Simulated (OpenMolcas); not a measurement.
# Cr³⁺ among point charges: CASSCF and CASPT2 levels and susceptibility

How does a field of 4 point charges split the states of Cr³⁺, and what χT follows?

Program: OpenMolcas 26.06. Level of theory: state-averaged CASSCF and CASPT2, spin-orbit coupling by RASSI with atomic mean-field integrals. These are calculated values, not measurements, unless marked.

### 1 The atom as given

```
Species                           : Cr³⁺ (chromium, Z = 24, 21 electrons)
Basis                             : ANO-RCC-VDZP [5s4p2d1f], 34 functions
Scalar Hamiltonian                : DKH2, point nucleus
Inactive shells                   : 1s 2s 2p 3s 3p
Active space                      : 3 electrons in 5 orbitals (3d)
Some configurations of this space : 3d3
Orbitals                          : optimised for each spin and parity, averaged over all roots
```

The outer shells:

3d3
```
3d [↑ ][↑ ][↑ ][  ][  ]
```

The ion sits among 4 point charges of -3 e arranged as a tetrahedron (Td), 1.95 Å from the ion.

Each step is its own input file, run in one work folder so that later steps find the files of earlier ones. Labels, J, g values, rates, χT and fits are worked out afterwards by a script from the matrices that RASSI stores.

### 2 One- and two-electron integrals

The input, a.inp:

```
&GATEWAY
Coord
1

Cr 0.0 0.0 0.0
Basis=ANO-RCC-VDZP
Group=NoSym
NoMove
AngMom=0.0 0.0 0.0
AMFI
XField
4 Angstrom 0
1.125833 1.125833 1.125833 -3.000000
1.125833 -1.125833 -1.125833 -3.000000
-1.125833 1.125833 -1.125833 -3.000000
-1.125833 -1.125833 1.125833 -3.000000
&SEWARD
```

Launch:

```sh
OMP_NUM_THREADS=1 MOLCAS_MEM=1689 MOLCAS_PROJECT=a pymolcas a.inp > a.log
```

### 3 Reference wave functions, quartets, 10 roots

The input, a.inp:

```
&RASSCF
FileOrb=start.orb
Symmetry=1
Spin=4
nActEl=3 0 0
Inactive=9
Ras2=5
CIRoot=10 10 1
SDav=10
CIMx=300
Iter=120 100
PrWF=0.3
OrbListing=Nothing
MaxOrb=0
>>> COPY $Project.JobIph JOB001
```

start.orb holds the contracted functions of the basis, ordered by shell, or the orbitals of the step before.

### 4 Reference wave functions, doublets, 40 roots

The input, a.inp:

```
&RASSCF
FileOrb=start.orb
Symmetry=1
Spin=2
nActEl=3 0 0
Inactive=9
Ras2=5
CIRoot=40 40 1
SDav=40
CIMx=300
Iter=120 100
PrWF=0.3
OrbListing=Nothing
MaxOrb=0
>>> COPY $Project.JobIph JOB002
```

### 5 State interaction with spin-orbit coupling

The input, a.inp:

```
&RASSI
NrOfJobIphs=2 10 40
1 2 3 4 5 6 7 8 9 10
1 2 3 4 5 6 7 8 9 10 11 12 13 14 15 16 17 18 19 20 21 22 23 24 25 26 27
28 29 30 31 32 33 34 35 36 37 38 39 40
IphNames
JOB001
JOB002
EJob
SpinOrbit
DIPRint=1.0
SOCoupling=1000.0
Subsets=2
Property=9
'ANGMOM' 1 'ANGMOM' 2 'ANGMOM' 3 'MLTPL  1' 1 'MLTPL  1' 2 'MLTPL  1' 3
'AMFI' 1 'AMFI' 2 'AMFI' 3
SOProperty=3
'ANGMOM' 1 'ANGMOM' 2 'ANGMOM' 3
```

### 6 CASPT2: IPEA 0.25, imaginary shift 0.1 (closed shells correlated: 3s 3p)

The input, a.inp:

```
>>> COPY JOB001 $Project.JobIph
&CASPT2
Multistate=10 1 2 3 4 5 6 7 8 9 10
NoMult
Frozen=5
IPEA=0.25
Imaginary=0.1
MaxIter=60
WThr=0.0 0.3 0.05
PrWF=0.5
NoMix
>>> COPY JOB002 $Project.JobIph
&CASPT2
Multistate=40 1 2 3 4 5 6 7 8 9 10 11 12 13 14 15 16 17 18 19 20 21 22
23 24 25 26 27 28 29 30 31 32 33 34 35 36 37 38 39 40
NoMult
Frozen=5
IPEA=0.25
Imaginary=0.1
MaxIter=60
WThr=0.0 0.3 0.05
PrWF=0.5
NoMix
```

(Steps that only read results are left out.)

Before running it: what results should come out? Wanted: spin-free ground state; first state of the same spin within the active space; lowest level; next level.

**Answer**, as computed:

```
                                            quantity                                                                        value
                                              method  SS-CASPT2, IPEA 0.25, imaginary shift 0.1 (closed shells correlated: 3s 3p)
                              spin-free ground state                                              4T1, 3-fold in its orbital part
first state of the same spin within the active space                                                             4T2 at 1430 cm⁻¹
                                        lowest level                                                                    4-fold Γ8
                                          next level                                                                    80.0 cm⁻¹
                                         χT at 300 K                                                               1.17 cm³ K/mol
                           effective moment at 300 K                                                                      3.06 μB
```

Cost by method:

```
                                              method  time of its own steps  time with the reference
                                           A. CASSCF                    8 s                      8 s
B. SS-CASPT2, IPEA 0.25, imaginary shift 0.1, +3s 3p                  3.8 s                     12 s
```

Times are of one thread on a shared host.

What this shows: The spin-free ground state (4T1) comes to 100 % from free-ion F terms and keeps the highest spin of the shell. χT at 300 K is 1.17, against 1.88 cm³ K/mol for the spin alone, so spin-orbit coupling lowers it. A ligand-field fit to the states below 45000 cm-1 gives 10Dq = -2163 cm-1, B = 965 cm-1 and C = 3667 cm-1 (C/B = 3.80), with a deviation of 404 cm-1. CASPT2 does not keep the components of a term degenerate, and the means are used. The field of point charges can differ much from that of real complexes. This is an electrostatic model: the charges have no orbitals.
